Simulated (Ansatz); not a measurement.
**CHClGa+ (triplet): from Hartree-Fock to the top rungs, cc-pVDZ**

The task here is to estimate one member of a computed series from the others.

Method: cc-pVDZ, core rule «outside noble gas», up to 20 orbitals frozen; program: Ansatz 0.2.0, Gaussian basis.

To be run: UHF; CCSD(T) on ROHF; CCSD(T) on UHF; BCCD(T) on ROHF; CISD; CCSDT(Q) on ROHF; CCSDT(Q) on UHF; CASSCF and NEVPT2, 10 electrons in 10 orbitals.

31 further runs of the same task are left out: 3 for a known fault of the program, 15 that didn't finish, 13 set aside as unsound or not needed.

### The geometry

The geometry is a PBE0/def2-TZVP stationary point (not a proven minimum) of the parent state, kept for this charge and spin. No spin-orbit coupling is included. The filled d shell of Ga may be among the frozen orbitals whatever the setting's name suggests; the logs give the count.

4 atoms, charge 1, spin multiplicity 3.

Atoms are counted from 1 here; the program's logs count them from 0.

Bond lengths: C1–Ga2 1.935 Å, Ga2–Cl3 2.137 Å, Ga2–H4 1.551 Å. Angles: C1–Ga2–Cl3 115.5°, C1–Ga2–H4 123.6°, Cl3–Ga2–H4 120.9°.

Geometry (Å):

| atom | x (Å) | y (Å) | z (Å) |
| --- | --- | --- | --- |
| C1 | 0.00000 | -1.19115 | 1.72904 |
| Ga2 | 0.00000 | 0.29634 | 0.49169 |
| Cl3 | 0.00000 | -0.22990 | -1.57935 |
| H4 | 0.00000 | 1.78182 | 0.93625 |

The first run:

Input file in.yaml:

```yaml
crystal:
  periodic: [false, false, false]
  atoms:
    - {symbol: C, position_ang: [0.000000, -1.191151, 1.729045]}
    - {symbol: Ga, position_ang: [0.000000, 0.296335, 0.491689]}
    - {symbol: Cl, position_ang: [0.000000, -0.229904, -1.579353]}
    - {symbol: H, position_ang: [0.000000, 1.781823, 0.936251]}
basis:
  gaussian: {orbitals: cc-pVDZ}
total_charge: 1
magnetization: {spin_polarized: true, initial_magnetization: 2}
hamiltonian: {xc: hf}
output: {orbitals: {seedname: orbitals}}
```

Run with:

```bash
ansatz run in.yaml --threads 1 --pin off --events-out ev --progress --plain --max-ram 2393MiB
```

Steps of the session up to this table: UHF; CCSD(T) on ROHF; CCSD(T) on UHF; BCCD(T) on ROHF; CISD; CCSDT(Q) on ROHF; CCSDT(Q) on UHF; CASSCF and NEVPT2, 10 electrons in 10 orbitals.

One of the session's tables, all rows but one given; the rest of the session is left out.

It belongs to the step «Misses and costs». 

```
   method  from UCCSDT(Q) (kJ/mol)
     ROHF                   +763.4
      UHF                   +754.1
     RMP2                   +141.1
     UMP2                   +139.1
    RCCSD                    +27.9
    UCCSD                    +27.6
 RCCSD(T)                     +7.2
 UCCSD(T)                     +7.0
  BCCD(T)                     +7.4
   RCCSDT                        ?
   UCCSDT                     +2.3
RCCSDT(Q)                     +0.7
UCCSDT(Q)                        0
```

**Question.** Estimate the row for RCCSDT.

The run gave: from UCCSDT(Q) (kJ/mol): +2.5. In the column «from UCCSDT(Q) (kJ/mol)» it lies between UCCSDT (+2.3) and UCCSD(T) (+7.0).

Not comparable, so not listed: CISD (they don't share determinant, frozen orbitals or solution with the rows shown, or repeat one).

Limits of these values: Left out of the table: CASSCF frontier, NEVPT2 frontier (the active space lost an orbital or holds another state than full CI finds). Restricted and unrestricted rows rest on different reference determinants; where their highest levels disagree by more than a few hundredths of an eV, they describe different states and don't form one ladder. Warnings in the runs' records: passed over end.
